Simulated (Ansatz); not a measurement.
# AlH5O2Si: the cost of one run

Method: RKS B3LYP-D4/6-31G*, in Ansatz 0.2.0.

## Step 1: The starting structure

Bond lengths: Al1–H2 1.760 Å, Al1–O3 1.980 Å, O3–H4 1.010 Å, Al1–O5 1.780 Å, O5–Si6 1.680 Å, Si6–H7 1.460 Å, Si6–H8 1.460 Å, Si6–H9 1.460 Å. Angles: H2–Al1–O3 42.8°, H2–Al1–O5 157.3°, O3–Al1–O5 159.9°, Al1–O3–H4 105.4°, Al1–O5–Si6 125.0°, O5–Si6–H7 109.5°, O5–Si6–H8 109.5°, O5–Si6–H9 109.5°, H7–Si6–H8 109.4°, H7–Si6–H9 109.4°, H8–Si6–H9 109.4°.

Coordinates:

```xyz
9

Al    0.0000    0.0000    0.0000
H     1.0658    0.0000    1.4006
O     1.9504    0.0000    0.3409
H     2.2503   -0.9519    0.1860
O    -1.5415    0.0000   -0.8900
Si   -2.6907   -1.2238   -0.8267
H    -2.2881   -2.2198    0.1620
H    -3.9833   -0.6595   -0.4496
H    -2.8007   -1.8572   -2.1376
```

## Step 2: A restrained relaxation towards end A

Springs on the bonds that form and break draw the guess towards this end; the thresholds are loose.

input.yaml reads:

```yaml
crystal:
  periodic: [false, false, false]
  atoms:
    - { symbol: Al, position_ang: [0.0, 0.0, 0.0] }
    - { symbol: H, position_ang: [1.0658, 0.0, 1.4006] }
    - { symbol: O, position_ang: [1.9504, 0.0, 0.3409] }
    - { symbol: H, position_ang: [2.2503, -0.9519, 0.186] }
    - { symbol: O, position_ang: [-1.5415, 0.0, -0.89] }
    - { symbol: Si, position_ang: [-2.6907, -1.2238, -0.8267] }
    - { symbol: H, position_ang: [-2.2881, -2.2198, 0.162] }
    - { symbol: H, position_ang: [-3.9833, -0.6595, -0.4496] }
    - { symbol: H, position_ang: [-2.8007, -1.8572, -2.1376] }
basis:
  gaussian: { orbitals: "6-31G*" }
hamiltonian:
  xc: b3lyp
  dispersion: d4
relax:
  f_tol: 0.15
  max_steps: 25
  restrain:
    - { distance: [1, 2], at: 2.21, k: 30.0 }
    - { distance: [0, 1], at: 1.56, k: 30.0 }
    - { distance: [0, 2], at: 1.78, k: 30.0 }
output:
  orbitals: {}
```

Launch:

```sh
$ ansatz run input.yaml --threads 1 --pin off --max-ram 2048MiB --backend cpu --events-out ev --progress --plain --runs-dir out
```

What time and memory should one allow on 1 thread of Arm Neoverse V2, shared host?

About 44 s, with a peak of 0.15 GiB.
